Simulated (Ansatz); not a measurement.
Born–Oppenheimer molecular dynamics of a periodic cell of 26 atoms, LiVP$_{2}$HO$_{8}$ (host LiVP2HO8, host structure P2_1). It goes on from the last frame of an earlier run, with new velocities.

Computed with Ansatz 0.2.0, DFT PBEsol, scalar-relativistic, plane waves, PAW. Settings: cutoff 420 eV, k mesh 2x1x1, fermi-dirac smearing 0.05 eV, spin collinear.

```yaml
ensemble: NVT, Langevin thermostat
time_step: 0.5 fs
steps_asked: 140
set_temperature: 800 K
friction: 0.01 /fs
seed: 919452
```

First frame:

```xyz
26
Lattice="4.8057 0.0000 0.0000 0.0000 7.8988 0.0000 -1.9138 0.0000 7.1223" Properties=species:S:1:pos:R:3
Li 3.377 3.040 2.807
Li -0.505 6.673 3.965
V -0.272 3.958 5.510
V 3.078 7.913 1.731
H 0.849 3.943 1.862
H 2.249 -0.017 5.351
P 4.207 2.758 0.076
P -1.255 6.783 7.016
P 0.831 1.081 3.699
P 1.997 5.135 3.520
O 3.086 4.444 4.419
O 3.583 1.472 0.533
O 4.212 6.650 0.771
O -0.283 3.552 1.336
O -0.163 0.260 2.778
O 0.160 2.399 4.056
O 3.389 7.540 5.743
O -1.371 2.540 6.177
O 0.682 5.244 4.375
O 1.210 0.219 4.902
O -0.742 5.375 6.682
O 1.684 7.533 0.745
O 1.814 4.259 2.302
O 2.076 1.402 2.785
O 2.643 6.470 3.018
O 1.144 3.554 6.452
```

(1) What does the run give?

(2) What happens to the structure?

(3) How do temperature and energy run in time?

Results:

(1) All steps were run.

* steps done: 140
* time covered: 70 fs
* mean temperature over the second half: 485 K
* spread of the potential energy over the second half: 5.4 meV per atom
* mean potential energy of the second half above the start: 25.3 meV per atom

The mean temperature of the second half is 39 % below the set value. A run of 0.07 ps of so small a system gives no equilibrium averages. No Hubbard correction was used and the magnetic state wasn't searched. Limits of this set-up: coarse k mesh.

(2) Mean squared displacements from the first frame to the last, about the centre of mass: Li 0.19 Å², V 0.01 Å², H 0.10 Å², P 0.03 Å², O 0.08 Å². This is one draw of velocities; another would differ in detail.

(3) 
```tsv
time (fs)	T (K)	potential energy less start (eV)
0.0	769	0.000
3.5	584	0.288
7.0	504	0.696
10.5	434	0.789
14.0	516	0.669
17.5	515	0.703
21.0	470	0.873
24.5	495	0.853
28.0	514	0.681
31.5	506	0.668
35.0	448	0.726
38.5	447	0.833
42.0	453	0.916
45.5	507	0.726
49.0	520	0.574
52.5	458	0.523
56.0	437	0.690
59.5	444	0.702
63.0	548	0.515
66.5	566	0.457
70.0	572	0.567
```

Time of the run: 23 min on 1 thread of Intel(R) Xeon(R) Platinum 8259CL CPU @ 2.50GHz (Skylake/Cascade Lake), with other jobs on the host, peak memory 0.75 GiB.
